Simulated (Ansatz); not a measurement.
# CH₅B₂NO: small, medium and large basis sets

The task here is to estimate one member of a computed series from the others.

Computed with Ansatz 0.2.0, Gaussian basis. Level: one geometry, several basis sets.

The runs, in order: PBE0-D4/def2-SVP; ωB97M-V/def2-SVP; PBE0-D4/def2-QZVPP; ωB97M-V/def2-QZVPP; the functionals' def2-TZVPP values are taken from earlier runs.

## The relaxed structure

The geometry comes from an earlier relaxation with PBE0-D4 in a triple-zeta def2 set; it is a stationary point, not always the lowest conformer.

SMILES `BB(O)N=C`, 10 atoms, charge 0, spin multiplicity 1.

Atoms are counted from 1 here; the program's logs count them from 0.

Bond lengths: B1–B2 1.692 Å, B1–H6 1.198 Å, B1–H7 1.201 Å, B2–O3 1.375 Å, B2–N4 1.404 Å, O3–H8 0.958 Å, N4–C5 1.247 Å, C5–H9 1.098 Å, C5–H10 1.095 Å. Angles: B2–B1–H6 123.2°, B2–B1–H7 120.6°, H6–B1–H7 116.1°, B1–B2–O3 126.2°, B1–B2–N4 116.2°, O3–B2–N4 117.6°, B2–O3–H8 113.3°, B2–N4–C5 146.2°, N4–C5–H9 123.2°, N4–C5–H10 120.8°, H9–C5–H10 116.0°.

Set-up of the first run:

File in.yaml:

```yaml
crystal:
  periodic: [false, false, false]
  atoms:
    - {symbol: B, position_ang: [-0.192116, -0.591664, 1.578459]}
    - {symbol: B, position_ang: [0.229012, -0.611925, -0.060315]}
    - {symbol: O, position_ang: [1.119317, -1.472437, -0.658982]}
    - {symbol: N, position_ang: [-0.431676, 0.314700, -0.882563]}
    - {symbol: C, position_ang: [-0.465757, 1.488737, -1.300339]}
    - {symbol: H, position_ang: [-1.231837, -1.017151, 1.993720]}
    - {symbol: H, position_ang: [0.546259, -0.110376, 2.394301]}
    - {symbol: H, position_ang: [1.487696, -2.117196, -0.054134]}
    - {symbol: H, position_ang: [0.300568, 2.236629, -1.056201]}
    - {symbol: H, position_ang: [-1.278366, 1.829485, -1.951045]}
basis:
  gaussian: {orbitals: def2-SVP}
hamiltonian: {xc: pbe0, dispersion: d4}
output: {orbitals: {seedname: orbitals}}
```

Started as:

```bash
> ansatz run in.yaml --threads 2 --pin off --events-out ev --progress --plain --max-ram 4352MiB
```

Among the steps run: PBE0-D4 in def2-SVP; ωB97M-V in def2-SVP; PBE0-D4 in def2-QZVPP; ωB97M-V in def2-QZVPP.

One of the session's tables, all rows but one given; the rest of the session is left out.

It belongs to the step «Functionals by basis». 

| functional | basis | HOMO (eV) | LUMO (eV) |
| --- | --- | --- | --- |
| PBE0-D4 | def2-SVP | -7.00 | -1.96 |
| PBE0-D4 | def2-TZVPP | -7.15 | -2.07 |
| PBE0-D4 | def2-QZVPP | -7.17 | -2.09 |
| ωB97M-V | def2-SVP | -9.28 | 0.10 |
| ωB97M-V | def2-TZVPP | ? | ? |
| ωB97M-V | def2-QZVPP | -9.47 | -0.20 |

Estimate the missing values for ωB97M-V, def2-TZVPP.

The run gave: HOMO (eV): -9.45; LUMO (eV): -0.12. In the column «HOMO (eV)» it lies between ωB97M-V, def2-QZVPP (-9.47) and ωB97M-V, def2-SVP (-9.28).
